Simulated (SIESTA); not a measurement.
Cd2S: equation of state with PBEsol

Cd2S:

```
Cd S
1.0
     3.96267    0.00000    0.00000
    -1.98134    3.43177    0.00000
     0.00000    0.00000    5.80919
Cd S
2 1
Direct
  0.33333 0.66667 0.93272
  0.66667 0.33333 0.57873
  0.33333 0.66667 0.36571
```

The cell comes from a database or a generator and needn't be the stable form of this composition.

```yaml
Program: SIESTA 5.4.2
Task: equation of state
Functional: PBEsol
Potentials_or_basis: PseudoDojo 0.4 standard (PBEsol files)
Basis: DZP (energy shift 0.003 Ry; two zetas on semicore shells)
Grid_cutoff: 800 Ry
Energy_shift: 0.003 Ry
k_mesh: 8 × 8 × 5
Occupations: fermi-dirac, width 0.05 eV
Spin: no spin polarisation
```

```
Equilibrium volume                        : 24.45 Å³/atom (rough: see the caveat)
Bulk modulus at fixed shape and positions : 57 GPa (rough)
```

Energy against volume, from the lowest point:
| volume (Å³/atom) | energy (meV/atom) |
| --- | --- |
| 24.753 | 0.00 |
| 25.280 | 3.95 |
| 25.806 | 11.26 |
| 26.333 | 21.41 |
| 26.860 | 34.06 |
| 27.386 | 48.98 |
| 27.913 | 65.84 |

All runs of the series together: 5.7 min on 1 thread of Intel(R) Xeon(R) Platinum 8259CL CPU @ 2.50GHz (Skylake/Cascade Lake), with other jobs on the host.

Caveat: the minimum lies outside the volumes run; the cell was scaled at fixed shape and fractional positions, which overstates the stiffness of a crystal with free parameters, most of all of layers and chains; the basis of atomic orbitals isn't converged, which shifts pressures, moduli and gaps.
